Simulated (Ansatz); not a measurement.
# Bi2S3: the cost of one run

Code: Ansatz 0.2.0. PAW datasets, plane waves. (Simulation; spin polarisation is off.)

## (1) The cell

The cell was relaxed beforehand with r2SCAN+rVV10.

The symmetry is Pnma (No. 62, orthorhombic); a = 11.355 Å, b = 3.986 Å, c = 11.078 Å in the conventional setting, 25.07 Å³ an atom. Bi has 6 S at 2.68–3.04 Å; Bi has 5 S at 2.61–2.96 Å; S has 5 Bi at 2.61–3.04 Å; S has 3 Bi at 2.68–2.99 Å; S has 3 Bi at 2.71–2.74 Å.

Structure file:

```xyz
20
Lattice="11.3553 0.0000 0.0000 0.0000 3.9861 0.0000 0.0000 0.0000 11.0782" Properties=species:S:1:pos:R:3 pbc="T T T"
Bi    0.1508    0.9965    3.6067
Bi   11.2045    2.9895    7.4715
Bi    5.5269    2.9895    9.1459
Bi    5.8285    0.9965    1.9324
Bi    1.8267    2.9895    0.3623
Bi    9.5287    0.9965   10.7160
Bi    3.8510    0.9965    5.9014
Bi    7.5043    2.9895    5.1769
S     5.1203    2.9895    4.1148
S     6.2350    0.9965    6.9634
S     0.5573    0.9965    9.6539
S    10.7980    2.9895    1.4243
S     1.3813    2.9895    4.9038
S     9.9741    0.9965    6.1744
S     4.2964    0.9965   10.4430
S     7.0589    2.9895    0.6353
S     8.1094    0.9965    3.3976
S     3.2459    2.9895    7.6806
S     8.9236    2.9895    8.9367
S     2.4317    0.9965    2.1415
```

## (2) PBE bands along the symmetry lines

Contents of input.yaml:

```yaml
crystal:
  lattice:
    - [11.3553380527, 0.0, 0.0]
    - [0.0, 3.9860550068, 0.0]
    - [0.0, 0.0, 11.0782430777]
  atoms:
    - { symbol: Bi, position: [0.013280374, 0.25, 0.3255700658] }
    - { symbol: Bi, position: [0.986719626, 0.75, 0.6744299342] }
    - { symbol: Bi, position: [0.486719626, 0.75, 0.8255700658] }
    - { symbol: Bi, position: [0.513280374, 0.25, 0.1744299342] }
    - { symbol: Bi, position: [0.1608644016, 0.75, 0.0326993616] }
    - { symbol: Bi, position: [0.8391355984, 0.25, 0.9673006384] }
    - { symbol: Bi, position: [0.3391355984, 0.25, 0.5326993616] }
    - { symbol: Bi, position: [0.6608644016, 0.75, 0.4673006384] }
    - { symbol: S, position: [0.4509192825, 0.75, 0.3714312526] }
    - { symbol: S, position: [0.5490807175, 0.25, 0.6285687474] }
    - { symbol: S, position: [0.0490807175, 0.25, 0.8714312526] }
    - { symbol: S, position: [0.9509192825, 0.75, 0.1285687474] }
    - { symbol: S, position: [0.1216406767, 0.75, 0.442654211] }
    - { symbol: S, position: [0.8783593233, 0.25, 0.557345789] }
    - { symbol: S, position: [0.3783593233, 0.25, 0.942654211] }
    - { symbol: S, position: [0.6216406767, 0.75, 0.057345789] }
    - { symbol: S, position: [0.7141493456, 0.25, 0.3066907802] }
    - { symbol: S, position: [0.2858506544, 0.75, 0.6933092198] }
    - { symbol: S, position: [0.7858506544, 0.75, 0.8066907802] }
    - { symbol: S, position: [0.2141493456, 0.25, 0.1933092198] }
kpoints:
  mp_grid: { grid: [2, 6, 2] }
  band_path:
    path:
      - [[0.0, 0.0, 0.0], [0.5, 0.0, 0.0], [0.5, 0.5, 0.0], [0.0, 0.5, 0.0], [0.0, 0.0, 0.0], [0.0, 0.0, 0.5], [0.5, 0.0, 0.5], [0.5, 0.5, 0.5], [0.0, 0.5, 0.5], [0.0, 0.0, 0.5]]
      - [[0.5, 0.0, 0.0], [0.5, 0.0, 0.5]]
      - [[0.0, 0.5, 0.0], [0.0, 0.5, 0.5]]
      - [[0.5, 0.5, 0.0], [0.5, 0.5, 0.5]]
    npoints: 10
hamiltonian:
  xc: pbe
scf:
  occupations: { method: fermi_dirac, width: 0.02 }
  n_extra_bands: 9
output:
  forces: true
  stress: true
  eigenvalues: true
```

What time and memory should one allow on 1 × NVIDIA H100 80GB HBM3 with 2 threads of AMD EPYC 7R13 (Zen 3), shared host?

About 20 s, with a peak of 1.4 GiB on the host.
